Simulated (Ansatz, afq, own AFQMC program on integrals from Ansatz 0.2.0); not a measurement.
**ZrF (quartet): AFQMC on the coupled-cluster ladder at distance Zr1–F2 = 6.340 Å, def2-SVP**

How near does AFQMC come to the top of the ladder for ZrF (quartet)?

Method: def2-SVP, frozen cores; program: Ansatz 0.2.0, Gaussian basis, and an in-house AFQMC program (afq) on its integrals; all values are calculated.

Plan: PBE (unrestricted); r2SCAN (unrestricted); PBE0 (unrestricted); B3LYP (unrestricted); wB97M-V (unrestricted); B2PLYP (unrestricted); CCSD(T) on UHF; CCSDT(Q) on UHF; Phaseless AFQMC, CISD trial on UHF.

## Step 1: What is computed

The geometry derives from a PBE0/def2-TZVP stationary point (not a proven minimum). One bond is set to the value named and the two fragments are kept rigid. No spin-orbit coupling is included. Elements past krypton take def2 core potentials.

2 atoms, charge 0, spin multiplicity 4.

Atoms are counted from 1 here; the program's logs count them from 0.

No contacts short enough for the rule that draws bonds.

## Step 2: PBE (unrestricted)

Input file in.yaml:

```yaml
crystal:
  periodic: [false, false, false]
  atoms:
    - {symbol: Zr, position_ang: [0.000000, 0.000000, 0.000000]}
    - {symbol: F, position_ang: [0.000000, 0.000000, 6.340000]}
basis:
  gaussian: {orbitals: def2-SVP}
magnetization: {spin_polarized: true, initial_magnetization: 3}
hamiltonian: {xc: {name: PBE}}
output: {orbitals: {seedname: orbitals}}
```

Run with:

```bash
ansatz run in.yaml --threads 1 --pin off --events-out ev --progress --plain --max-ram 1382MiB
```

Log, cut to the lines that bear on the results:

```text
Functional definition: PBE
  name "PBE"
  cite "Perdew, Burke & Ernzerhof, Phys. Rev. Lett. 77, 3865 (1996) doi:10.1103/PhysRevLett.77.3865"
  parent pbe
[...]
426 factors; their error is unknown
[...]
mean field -3985.42605470 eV, -146.4617060915 hartree, gradient 2.4e-6 eV, S^2 4.407893; 33 other end points of the search recorded, 0 dependent functions left out
reference -3985.42609823 eV, -146.4617076912 hartree; 12, 9 occupied and 33, 36 virtual orbitals, 426 factors
Total energy: -3985.42609823 eV, -146.4617076912 hartree
```

Wall time 2.1 min (1 thread of Intel Xeon 6975P-C (Granite Rapids), shared host).

From the report: ⟨S²⟩ of the determinant 4.408 (pure quartet: 3.75). The determinant of PBE (⟨S²⟩ 4.41) is far from a pure spin state, so its energy mixes those of several spin states; that is harmless only where they are near-degenerate.

## Step 3: r2SCAN (unrestricted)

in.yaml, as its differences from that of step 2:

```diff
@@ -8,3 +8,2 @@
 magnetization: {spin_polarized: true, initial_magnetization: 3}
-hamiltonian: {xc: {name: PBE}}
-output: {orbitals: {seedname: orbitals}}
+hamiltonian: {xc: {name: r2SCAN}}
```

The command is unchanged.

Log, cut to the lines that bear on the results:

```text
Functional definition: r2SCAN
  name "r2SCAN"
  cite "Furness, Kaplan, Ning, Perdew & Sun, J. Phys. Chem. Lett. 11, 8208 (2020) doi:10.1021/acs.jpclett.0c02405"
  cite "Furness, Kaplan, Ning, Perdew & Sun, J. Phys. Chem. Lett. 11, 9248 (2020) doi:10.1021/acs.jpclett.0c03077"
  parent r2scan
[...]
426 factors; their error is unknown
[...]
mean field -3987.34863345 eV, -146.5323595574 hartree, gradient 1.6e-6 eV, S^2 4.434418; 24 other end points of the search recorded, 0 dependent functions left out
reference -3987.34866041 eV, -146.5323605479 hartree; 12, 9 occupied and 33, 36 virtual orbitals, 426 factors
Total energy: -3987.34866041 eV, -146.5323605479 hartree
```

It took 3.9 min on 1 thread of Intel Xeon 6975P-C (Granite Rapids), shared host.

From the report: ⟨S²⟩ of the determinant 4.434 (pure quartet: 3.75). The determinant of r2SCAN (⟨S²⟩ 4.43) is far from a pure spin state, so its energy mixes those of several spin states; that is harmless only where they are near-degenerate.

## Step 4: PBE0 (unrestricted)

in.yaml, as its differences from that of step 3:

```diff
@@ -8,2 +8,3 @@
 magnetization: {spin_polarized: true, initial_magnetization: 3}
-hamiltonian: {xc: {name: r2SCAN}}
+hamiltonian: {xc: {name: PBE0}}
+output: {orbitals: {seedname: orbitals}}
```

Same command.

Log, cut to the lines that bear on the results:

```text
Functional definition: PBE0
  name "PBE0"
  cite "Adamo & Barone, J. Chem. Phys. 110, 6158 (1999) doi:10.1063/1.478522"
  cite "Perdew, Burke & Ernzerhof, Phys. Rev. Lett. 77, 3865 (1996) doi:10.1103/PhysRevLett.77.3865"
  parent pbe
[...]
456 factors; integrals over basis functions are off by at most 1.5e-4 eV
[...]
mean field -3984.60555307 eV, -146.4315532125 hartree, gradient 8.3e-6 eV, S^2 4.489196; 20 other end points of the search recorded, 0 dependent functions left out
reference -3984.60558558 eV, -146.4315544073 hartree; 12, 9 occupied and 33, 36 virtual orbitals, 456 factors
Total energy: -3984.60558558 eV, -146.4315544073 hartree
```

Run time: 90 s. Hardware: 1 thread of Intel Xeon 6975P-C (Granite Rapids), shared host.

From the report: ⟨S²⟩ of the determinant 4.489 (pure quartet: 3.75). The determinant of PBE0 (⟨S²⟩ 4.49) is far from a pure spin state, so its energy mixes those of several spin states; that is harmless only where they are near-degenerate.

## Step 5: B3LYP (unrestricted)

in.yaml, as its differences from that of step 4:

```diff
@@ -8,3 +8,2 @@
 magnetization: {spin_polarized: true, initial_magnetization: 3}
-hamiltonian: {xc: {name: PBE0}}
-output: {orbitals: {seedname: orbitals}}
+hamiltonian: {xc: {name: B3LYP}}
```

Launched as before.

Log, cut to the lines that bear on the results:

```text
Functional definition: B3LYP
  name "B3LYP"
  cite "Stephens, Devlin, Chabalowski & Frisch, J. Phys. Chem. 98, 11623 (1994) doi:10.1021/j100096a001"
  cite "Becke, Phys. Rev. A 38, 3098 (1988) doi:10.1103/PhysRevA.38.3098"
  cite "Lee, Yang & Parr, Phys. Rev. B 37, 785 (1988) doi:10.1103/PhysRevB.37.785"
  cite "Vosko, Wilk & Nusair, Can. J. Phys. 58, 1200 (1980) doi:10.1139/p80-159"
[...]
456 factors; integrals over basis functions are off by at most 1.5e-4 eV
[...]
mean field -3988.07241018 eV, -146.5589578615 hartree, gradient 3.6e-6 eV, S^2 3.756077; 13 other end points of the search recorded, 0 dependent functions left out
reference -3988.07260531 eV, -146.5589650323 hartree; 12, 9 occupied and 33, 36 virtual orbitals, 456 factors
Total energy: -3988.07260531 eV, -146.5589650323 hartree
```

Run time: 24 s. Hardware: 1 thread of Intel Xeon 6975P-C (Granite Rapids), shared host.

From the report: ⟨S²⟩ of the determinant 3.756 (pure quartet: 3.75).

## Step 6: wB97M-V (unrestricted)

in.yaml, as its differences from that of step 5:

```diff
@@ -8,2 +8,3 @@
 magnetization: {spin_polarized: true, initial_magnetization: 3}
-hamiltonian: {xc: {name: B3LYP}}
+hamiltonian: {xc: {name: wB97M-V}}
+output: {orbitals: {seedname: orbitals}}
```

Launched as before.

Log, cut to the lines that bear on the results:

```text
Functional definition: wB97M-V
  name "wB97M-V"
  cite "Mardirossian & Head-Gordon, J. Chem. Phys. 144, 214110 (2016) doi:10.1063/1.4952647"
  cite "Becke, J. Chem. Phys. 107, 8554 (1997) doi:10.1063/1.475007"
  cite "Vydrov & Van Voorhis, J. Chem. Phys. 133, 244103 (2010) doi:10.1063/1.3521275"
  # Of w^i u^j: cxij and so on, Table III.
[...]
  gx(w, u) = 1 - cx + cx01*u + cx10*w
  gss(w, u) = css00 + css04*u^4 + css10*w + css20*w^2 + css43*w^4*u^3
  gos(w, u) = cos00 + cos10*w + (cos20 + cos21*u)*w^2 + (cos60 + cos61*u)*w^6
[...]
      + integral(e_c_pw_mod_opposite_spin*gos(b97_w_opposite, b97_u_opposite)) + vv10(b, c)
456 factors; integrals over basis functions are off by at most 1.5e-4 eV
110 factors; integrals over basis functions are off by at most 8.0e-5 eV
[...]
mean field -3984.27029112 eV, -146.4192325634 hartree, gradient 6.5e-6 eV, S^2 3.753442; 10 other end points of the search recorded, 0 dependent functions left out
reference -3984.27033210 eV, -146.4192340693 hartree; 12, 9 occupied and 33, 36 virtual orbitals, 456 factors
Total energy: -3984.27033210 eV, -146.4192340693 hartree
```

It took 4.9 min on 1 thread of Intel Xeon 6975P-C (Granite Rapids), shared host; peak memory 0.28 GiB.

From the report: ⟨S²⟩ of the determinant 3.753 (pure quartet: 3.75).

## Step 7: B2PLYP (unrestricted)

in.yaml, as its differences from that of step 6:

```diff
@@ -8,3 +8,3 @@
 magnetization: {spin_polarized: true, initial_magnetization: 3}
-hamiltonian: {xc: {name: wB97M-V}}
-output: {orbitals: {seedname: orbitals}}
+hamiltonian: {xc: {name: B2PLYP}}
+correlation: {electrons: outside_noble_gas}
```

Same command.

Log, cut to the lines that bear on the results:

```text
Functional definition: B2PLYP
  name "B2PLYP"
  cite "Grimme, J. Chem. Phys. 124, 034108 (2006) doi:10.1063/1.2148954"
  cite "Becke, Phys. Rev. A 38, 3098 (1988) doi:10.1103/PhysRevA.38.3098"
  cite "Lee, Yang & Parr, Phys. Rev. B 37, 785 (1988) doi:10.1103/PhysRevB.37.785"
[...]
456 factors; integrals over basis functions are off by at most 1.5e-4 eV
[...]
mean field -3979.56382464 eV, -146.2462731102 hartree, gradient 2.5e-10 eV, S^2 3.756701; 10 other end points of the search recorded, 0 dependent functions left out
5 core orbitals not correlated: weight in the atoms' cores, before any rotation towards them, 1.000 or more for the frozen orbitals, at most 0.000 for the correlated occupied ones
reference -3979.56394471 eV, -146.2462775228 hartree; 7, 4 occupied and 33, 36 virtual orbitals, 456 factors
second order -5.63039284 eV of doubles, -0.00000000 eV of singles
Total energy: -3981.08415078 eV, -146.3021440653 hartree
```

Run time: 89 s. Hardware: 1 thread of Intel Xeon 6975P-C (Granite Rapids), shared host.

From the report: ⟨S²⟩ of the determinant 3.757 (pure quartet: 3.75).

## Step 8: CCSD(T) on UHF

in.yaml, as its differences from that of step 7:

```diff
@@ -8,3 +8,2 @@
 magnetization: {spin_polarized: true, initial_magnetization: 3}
-hamiltonian: {xc: {name: B2PLYP}}
-correlation: {electrons: outside_noble_gas}
+correlation: {method: ccsd_t, electrons: outside_noble_gas, hamiltonian_folder: ham}
```

Launched as before.

Log, cut to the lines that bear on the results:

```text
Functional definition: HF
  name "HF"
  cite "Fock, Z. Phys. 61, 126 (1930) doi:10.1007/BF01340294"
  parent pbe
[...]
456 factors; integrals over basis functions are off by at most 1.5e-4 eV
[...]
mean field -3965.12888557 eV, -145.7157988838 hartree, gradient 2.8e-10 eV, S^2 3.767097; 95 other end points of the search recorded, 0 dependent functions left out
determinant -3965.12888557 eV, -145.7157988838 hartree, with singles and doubles -3970.48545960 eV, -145.9126493487 hartree
determinant -3965.12884311 eV, -145.7157973234 hartree, with singles and doubles -3970.48541347 eV, -145.9126476535 hartree
determinant -3965.12884056 eV, -145.7157972296 hartree, with singles and doubles -3970.48541009 eV, -145.9126475293 hartree
determinant -3965.12880563 eV, -145.7157959462 hartree, with singles and doubles -3970.48537365 eV, -145.9126461900 hartree
[...]
determinant -3964.56303999 eV, -145.6950044422 hartree, with singles and doubles -3969.97367196 eV, -145.8938414999 hartree
determinant -3964.56278617 eV, -145.6949951146 hartree, with singles and doubles -3969.97339674 eV, -145.8938313858 hartree
determinant -3964.56211116 eV, -145.6949703085 hartree, with singles and doubles -3969.97247245 eV, -145.8937974184 hartree
determinant -3964.56176482 eV, -145.6949575805 hartree, with singles and doubles -3969.97203424 eV, -145.8937813145 hartree
5 core orbitals not correlated, not the lowest: weight in the atoms' cores, before any rotation towards them, 0.999 or more for the frozen orbitals, at most 0.000 for the correlated occupied ones
reference -3965.12888557 eV, -145.7157988838 hartree; 7, 4 occupied and 33, 36 virtual orbitals, 456 factors
second order -4.70626548 eV of doubles, -0.00000000 eV of singles
cycle   1  -5.35774996 eV  change    1.7e-6 eV  update   3.1e-6
perturbative correction -0.06998052 eV, -0.0025717367 hartree
Total energy: -3970.55661605 eV, -145.9152643000 hartree
```

Run time: 65 s. Hardware: 1 thread of Intel Xeon 6975P-C (Granite Rapids), shared host.

From the report: ⟨S²⟩ of the determinant 3.767 (pure quartet: 3.75); correlation -5.4277 eV; T1 0.014; largest double amplitude 0.09.

This run also writes the integrals to the folder ham.

## Step 9: CCSDT(Q) on UHF

in.yaml, as its differences from that of step 8:

```diff
@@ -8,2 +8,2 @@
 magnetization: {spin_polarized: true, initial_magnetization: 3}
-correlation: {method: ccsd_t, electrons: outside_noble_gas, hamiltonian_folder: ham}
+correlation: {method: ccsdt_q, electrons: outside_noble_gas}
```

The command is unchanged.

Log, cut to the lines that bear on the results:

```text
Functional definition: HF
  name "HF"
  cite "Fock, Z. Phys. 61, 126 (1930) doi:10.1007/BF01340294"
  parent pbe
[...]
704 factors; integrals over basis functions are off by at most 2.3e-7 eV
[...]
mean field -3965.12888811 eV, -145.7157989773 hartree, gradient 8.2e-10 eV, S^2 3.767098; 95 other end points of the search recorded, 0 dependent functions left out
determinant -3965.12888811 eV, -145.7157989773 hartree, with singles and doubles -3970.48548541 eV, -145.9126502972 hartree
determinant -3965.12884567 eV, -145.7157974176 hartree, with singles and doubles -3970.48543937 eV, -145.9126486053 hartree
determinant -3965.12884301 eV, -145.7157973196 hartree, with singles and doubles -3970.48543586 eV, -145.9126484761 hartree
determinant -3965.12880820 eV, -145.7157960406 hartree, with singles and doubles -3970.48539928 eV, -145.9126471320 hartree
[...]
determinant -3964.56279109 eV, -145.6949952955 hartree, with singles and doubles -3969.97340367 eV, -145.8938316402 hartree
determinant -3964.56211559 eV, -145.6949704714 hartree, with singles and doubles -3969.97249820 eV, -145.8937983650 hartree
determinant -3964.56176916 eV, -145.6949577400 hartree, with singles and doubles -3969.97207618 eV, -145.8937828560 hartree
5 core orbitals not correlated, not the lowest: weight in the atoms' cores, before any rotation towards them, 0.999 or more for the frozen orbitals, at most 0.000 for the correlated occupied ones
reference -3965.12888811 eV, -145.7157989773 hartree; 7, 4 occupied and 33, 36 virtual orbitals, 704 factors
second order -4.70630437 eV of doubles, -0.00000000 eV of singles
cycle   1  -5.16026079 eV  change   -4.5e-1 eV  update   7.1e-2
[...]
cycle  53  -5.45770111 eV  change   -8.3e-9 eV  update   1.3e-6
perturbative correction -0.00401069 eV, -0.0001473900 hartree
Total energy: -3970.59059991 eV, -145.9165131838 hartree
```

Wall time 2.3 min (1 thread of Intel Xeon 6975P-C (Granite Rapids), shared host); peak memory 0.59 GiB.

From the report: ⟨S²⟩ of the determinant 3.767 (pure quartet: 3.75); correlation -5.4617 eV; T1 0.015; largest double amplitude 0.10.

## Step 10: Phaseless AFQMC, CISD trial on UHF

It reads the integrals that the CCSD(T) run on this determinant wrote.

Run with:

```bash
afq ham --method phaseless --trial cisd --walkers 60 --populations 1 --least-time 40 --time-step 0.005 --steps-per-block 50 --equilibration-blocks 40 --max-blocks 300 --target-error 0.0008 --factor-cut 1e-05 --start spin_pure --seed 7969 --release-times 0.24,0.6,1.2,2,3,4.2 --release-step 0.04 --release-every 4 --taylor-order 6
```

Log:

```text
orbitals 40  electrons 7 4  factors 268 of 456
reference energy -145.71579888 Eh
CCSD correlation -0.19689362 Eh in 14 cycles, weight of the determinant in the CISD state 0.8920
energy of the start -145.912239 Eh
 block  time / (1/Eh)  mean weight  energy / Eh
     1     0.250  0.9994  -145.911257
     2     0.500  1.0004  -145.911933
     3     0.750  1.0006  -145.913709
     4     1.000  0.9983  -145.913543
     5     1.250  0.9993  -145.913084
     6     1.500  1.0036  -145.912803
     7     1.750  0.9981  -145.914271
     8     2.000  0.9991  -145.916568
     9     2.250  0.9993  -145.912838
    10     2.500  0.9999  -145.913750
    11     2.750  0.9995  -145.913448
    16     4.000  1.0021  -145.912330
    21     5.250  1.0022  -145.918943
    26     6.500  0.9978  -145.911767
    31     7.750  1.0025  -145.913218
    36     9.000  0.9982  -145.913534
    41    10.250  0.9962  -145.917800
    46    11.500  1.0002  -145.912388
    51    12.750  0.9988  -145.916896
    56    14.000  0.9985  -145.912489
    61    15.250  1.0041  -145.914477
    66    16.500  0.9981  -145.911483
    71    17.750  0.9981  -145.909199
    76    19.000  1.0014  -145.911417
    81    20.250  1.0003  -145.910133
    86    21.500  0.9986  -145.913949
    91    22.750  1.0000  -145.913409
    96    24.000  1.0046  -145.911677
   101    25.250  1.0018  -145.921023
   106    26.500  1.0000  -145.917784
   111    27.750  0.9981  -145.911554
   116    29.000  1.0000  -145.920074
   121    30.250  1.0000  -145.915824
   126    31.500  1.0040  -145.919181
   131    32.750  0.9995  -145.913434
   136    34.000  1.0041  -145.911475
   141    35.250  1.0005  -145.917867
   146    36.500  0.9995  -145.912040
   151    37.750  1.0011  -145.918167
   156    39.000  0.9965  -145.912564
   161    40.250  0.9981  -145.914318
   166    41.500  1.0019  -145.913424
   171    42.750  0.9955  -145.914612
   176    44.000  0.9980  -145.914224
   181    45.250  1.0015  -145.919810
   186    46.500  1.0000  -145.921987
   191    47.750  1.0023  -145.914715
   196    49.000  0.9987  -145.917546
blocks merged  error / Eh  count
     1  0.000302  160
     2  0.000333  80
     4  0.000328  40
     8  0.000259  20
    16  0.000318  10
released: time / (1/Eh)  energy / Eh  error  mean overlap
  0.24  -145.915804  0.000586  0.9954
  0.60  -145.915583  0.000481  0.9939
  1.20  -145.916576  0.000779  0.9609
  2.00  -145.916346  0.000921  0.9781
  3.00  -145.915562  0.001160  0.9823
  4.20  -145.916002  0.003186  0.8968
energy -145.915190 +/- 0.000328 Eh
```

Wall time 10 min (1 thread of Intel Xeon 6975P-C (Granite Rapids), shared host).

Energy -3970.5546 ± 0.0089 eV. Caveats: constraint bias not in the error.

## Step 11: All levels side by side

On the UHF determinant, counted from CCSDT(Q) (a yardstick, not exact):

| level | energy (eV) | from CCSDT(Q) (kcal/mol) | statistical error (kcal/mol) | time |
| --- | --- | --- | --- | --- |
| HF | -3965.1289 | +125.95 |  |  |
| MP2 | -3969.8352 | +17.42 |  |  |
| CCSD | -3970.4866 | +2.40 |  |  |
| CCSD(T) | -3970.5566 | +0.78 |  |  |
| CCSDT(Q) | -3970.5906 | 0.00 |  |  |
| Phaseless AFQMC, CISD trial, step 0.005, 60 walkers | -3970.5546 | +0.83 | 0.21 | 10 min |

The functionals' totals stand on their own zeros and serve differences with other points: PBE -3985.426 eV; r2SCAN -3987.349 eV; PBE0 -3984.606 eV; B3LYP -3988.073 eV; wB97M-V -3984.270 eV; B2PLYP -3981.084 eV.

## Step 12: What came out

| quantity | value |
| --- | --- |
| CCSD(T) on UHF from CCSDT(Q) | +0.78 kcal/mol |
| Phaseless AFQMC, CISD trial on UHF from CCSDT(Q) | +0.83 ± 0.21 kcal/mol |

**Reading.** On UHF the phaseless walk with the CISD trial lies +0.83 kcal/mol from CCSDT(Q), 4 times its error bar. Error bars are statistical and leave out the constraint, the time step and what remains of the start. Zr carries a core potential, and spin-orbit coupling is left out.
